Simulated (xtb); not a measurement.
# CH5BO2Si (SMILES C[SiH]1OB1O), run twice

Wanted: an optimisation with harmonic vibrations of CH5BO2Si, GFN2-xTB (ALPB ethylacetate).

The results are computed with xtb 6.7.1.

3 further runs of the same task are left out: 1 that didn't finish, 2 set aside as unsound or not needed.

## 1. The molecule

CH5BO2Si: 10 atoms, total charge 0, spin state singlet. SMILES: `C[SiH]1OB1O`. All atoms were displaced at random from a relaxed shape. The run starts from this shape.

Bond lengths: C1–Si2 1.893 Å, Si2–O3 1.783 Å, Si2–B4 1.869 Å, O3–B4 1.343 Å, B4–O5 1.351 Å, C1–H6 1.087 Å, C1–H7 1.067 Å, C1–H8 1.102 Å, Si2–H9 1.462 Å, O5–H10 0.938 Å. Some angles: C1–Si2–O3 109.8°, C1–Si2–B4 125.2°, O3–Si2–B4 43.1°, Si2–O3–B4 71.9°, Si2–B4–O3 65.1°, Si2–B4–O5 160.9°, O3–B4–O5 134.0°, C1–Si2–H9 111.6°, O3–Si2–H9 102.8°, B4–Si2–H9 119.9°.

## 2. The input as first written

start.xyz

```xyz
11

C     -1.660025    -0.593624     0.279756
Si     0.005612     0.217475     0.754916
O      1.303152    -0.597324    -0.206156
B      1.304369     0.739440    -0.495952
O      2.031084     1.492400    -1.304009
H     -1.860937    -0.506181    -0.760382
H     -2.475251    -0.166367     0.826022
H     -1.631822    -1.668549     0.519908
H      0.357002    -0.089806     2.142670
H      2.717438     1.067705    -1.790354
```

Run with:

```console
xtb start.xyz --gfn 2 --cycles 30 --iterations 50 --alpb ethylacetate --norestart --ohess normal | tee start.out
```

Output:

```text
* xtb version 6.7.1
########################################################################
[ERROR] Program stopped due to fatal error
-2- reading geometry input 'start.xyz' failed
-1- Error: Atom number missmatch in xyz file
 --> start.xyz:1:1-2
  |
1 | 11
  | ^^ found 10 atoms in input
  |
########################################################################
```

Standard error:

```text
ERROR STOP
Error termination. Backtrace:
abnormal termination of xtb
```

Wall time 0.042 s (1 thread of Intel Xeon 6975P-C (Granite Rapids), shared host).

## 3. Reading the log

The program refused the input.

The telling line is `1- Error: Atom number missmatch in xyz file`. Cause: an atom count or index doesn't match the structure.

## 4. The mended input

mol.json

```json
{"schema_name": "qcschema_molecule", "schema_version": 2, "symbols": ["C", "Si", "O", "B", "O", "H", "H", "H", "H", "H"], "geometry": [-3.1396609, -1.11212272, 0.54486851, -0.00732269, 0.38290387, 1.40830517, 2.47828133, -1.0841132, -0.33174709, 2.47307324, 1.39067213, -0.89493839, 3.85724471, 2.85525334, -2.46321076, -3.50507913, -0.94680381, -1.47021259, -4.6648513, -0.29971812, 1.5824491, -3.14774137, -3.14413766, 0.99717446, 0.68448337, -0.15198311, 4.02920601, 5.11758433, 2.01065159, -3.38085421], "molecular_charge": 0, "molecular_multiplicity": 1}
```

Run with:

```console
xtb mol.json --ohess normal --norestart --alpb ethylacetate --parallel 1 | tee xtb.out
```

Output (excerpt; [...] marks lines left out):

```text
* xtb version 6.7.1
[...]
      * Solvation model:               ALPB
        Solvent                        ethylacetate
[...]
        Solvent mass                       7.2106E+01 g/mol
[...]
          :  # basis functions                  31          :
[...]
          :  # electrons                        28          :
[...]
          :  Hamiltonian                  GFN2-xTB          :
[...]
          :  net charge                          0          :
          :  unpaired electrons                  0          :
[...]
   *** convergence criteria satisfied after 13 iterations ***
[...]
   *** GEOMETRY OPTIMIZATION CONVERGED AFTER 6 ITERATIONS ***
[...]
   *** convergence criteria satisfied after 3 iterations ***
[...]
         ::                     SUMMARY                     ::
         :::::::::::::::::::::::::::::::::::::::::::::::::::::
         :: total energy             -15.845590789300 Eh    ::
         :: total w/o Gsasa/hb       -15.838822588330 Eh    ::
         :: gradient norm              0.000935714360 Eh/a0 ::
         :: HOMO-LUMO gap              3.975013430381 eV    ::
         ::.................................................::
         :: SCC energy               -15.984500253122 Eh    ::
         :: -> isotropic ES            0.101290611106 Eh    ::
         :: -> anisotropic ES         -0.005824495064 Eh    ::
         :: -> anisotropic XC         -0.002417010396 Eh    ::
         :: -> dispersion             -0.004724056584 Eh    ::
         :: -> Gsolv                  -0.010033511164 Eh    ::
         ::    -> Gelec               -0.003265310193 Eh    ::
         ::    -> Gsasa               -0.007281189063 Eh    ::
         ::    -> Ghb                 -0.001905808614 Eh    ::
         ::    -> Gshift               0.002418796707 Eh    ::
[...]
        14        2.0000           -0.3485219              -9.4838 (HOMO)
        15                         -0.2024428              -5.5087 (LUMO)
[...]
molecular dipole:
                 x           y           z       tot (Debye)
 q only:       -0.244       0.785       0.037
   full:        0.011       0.323      -0.327       1.167
molecular quadrupole (traceless):
[...]
          | TOTAL ENERGY              -15.845590788913 Eh   |
          | TOTAL ENTHALPY            -15.771989587953 Eh   |
          | TOTAL FREE ENERGY         -15.810451163934 Eh   |
          | GRADIENT NORM               0.000935681912 Eh/α |
[...]
```

Standard error:

```text
normal termination of xtb
```

Run time: 0.23 s. Hardware: 1 thread of Intel Xeon 6975P-C (Granite Rapids), shared host.

## 5. Results

Level: GFN2-xTB (ALPB ethylacetate).

| quantity | value |
| --- | --- |
| total energy at the end | -15.84559 Eh |
| dipole moment | 1.17 D |
| HOMO energy | -9.48 eV |
| LUMO energy | -5.51 eV |
| HOMO–LUMO gap | 3.98 eV |
| dispersion energy | -12.40 kJ/mol |
| solvent term in the energy | -26.3 kJ/mol |
| mean polarisability (D4 model) | 58.9 bohr³ |
| lowest harmonic wavenumber | 102 cm⁻¹ |
| highest harmonic wavenumber | 3522 cm⁻¹ |
| zero-point energy | 172.4 kJ/mol |

**Reading.** All 24 modes are real, so the shape is a minimum at this level.
